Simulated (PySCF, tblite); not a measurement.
# C₃H₁₀AlBO: geometry, infrared bands and NMR shifts

What infrared bands and NMR shifts should C₃H₁₀AlBO (`B[O][AlH][CH](C)C`) show?

The runs use tblite 0.8.0 and PySCF 2.14.0, with density-fitted response routines of our own; the level of theory stands in each step. All values are computed, except where a source is named. Atoms are numbered from 0 throughout.

**1. Starting geometry**

16 atoms, charge 0, multiplicity 1; geometry from: force field or distance geometry start.

Bonds of the start (Å): B0–O1 1.48, O1–Al2 1.81, Al2–C3 1.98, C3–C4 1.53, C3–C5 1.51, B0–H6 1.18, B0–H7 1.18, Al2–H8 1.61, C3–H9 1.11, C4–H10 1.12, C4–H11 1.10, C4–H12 1.11, C5–H13 1.10, C5–H14 1.11, C5–H15 1.11.

**2. Relaxing the molecule with GFN2-xTB**

Job settings and geometry (Å):

```
{"job": {"kind": "relax", "xc": "GFN2-xTB", "basis": "xTB"}, "charge": 0, "multiplicity": 1}
B      3.202100    -0.222500     0.892900
O      2.119700     0.790500     0.970100
Al     1.004800     0.487300    -0.420600
C     -0.908200    -0.013100    -0.250000
C     -1.117300    -1.221500     0.662200
C     -1.808700     1.137500     0.143100
H      4.204400    -0.016800     0.295800
H      2.845100    -1.350400     0.944600
H      1.471900     1.051500    -1.852400
H     -1.261500    -0.340900    -1.251500
H     -2.041200    -1.733300     0.276800
H     -0.290700    -1.936600     0.543400
H     -1.334500    -0.948500     1.713200
H     -1.673200     1.444200     1.194400
H     -1.544100     1.981200    -0.535500
H     -2.876400     0.900400    -0.070300
```

Launch:

```bash
$ OMP_NUM_THREADS=1 python probes_run.py task.json out
```

One launch serves the whole session: the jobs run in the order shown.

**Question.** This job is followed by: GFN2-xTB harmonic vibrations, gas phase; GIAO PBE0/pcSseg-1 NMR shielding, non-relativistic, gas phase. Predict these results of the whole session: strongest single infrared mode (GFN2-xTB); zero-point energy (GFN2-xTB); ¹³C shifts against TMS (PBE0/pcSseg-1, means over atoms taken as alike); ¹H shifts against TMS (PBE0/pcSseg-1, means over atoms taken as alike); ¹¹B shifts against BF3·OEt2 (PBE0/pcSseg-1); ¹⁷O shifts against H2O (PBE0/pcSseg-1); ²⁷Al shifts against AlH4- (PBE0/pcSseg-1).

**Answer**, as computed:

```
                                                               quantity                       value
                              strongest single infrared mode (GFN2-xTB)       1344 cm⁻¹, 521 km/mol
                                           zero-point energy (GFN2-xTB)               76.4 kcal/mol
¹³C shifts against TMS (PBE0/pcSseg-1, means over atoms taken as alike)              21.1, 17.8 ppm
 ¹H shifts against TMS (PBE0/pcSseg-1, means over atoms taken as alike)  5.70, 4.63, 1.34, 0.98 ppm
                            ¹¹B shifts against BF3·OEt2 (PBE0/pcSseg-1)                    48.3 ppm
                                 ¹⁷O shifts against H2O (PBE0/pcSseg-1)                   261.9 ppm
                              ²⁷Al shifts against AlH4- (PBE0/pcSseg-1)                   113.0 ppm
```

In words: Over 186 steps the energy fell by 1.674 eV; of the close pairs, B0–O1 changed most, 1.484 to 1.332 Å. All 42 modes are real, so the xTB geometry is a minimum. The strongest single mode, at 1344 cm⁻¹, moves mainly B0 and O1. Unscaled tight-binding wavenumbers are off by several per cent, some by more. Its intensities can rank the bands wrongly. At PBE0/pcSseg-1: The widest tensor belongs to O1: span 281 ppm, with a paramagnetic part of -322 ppm.
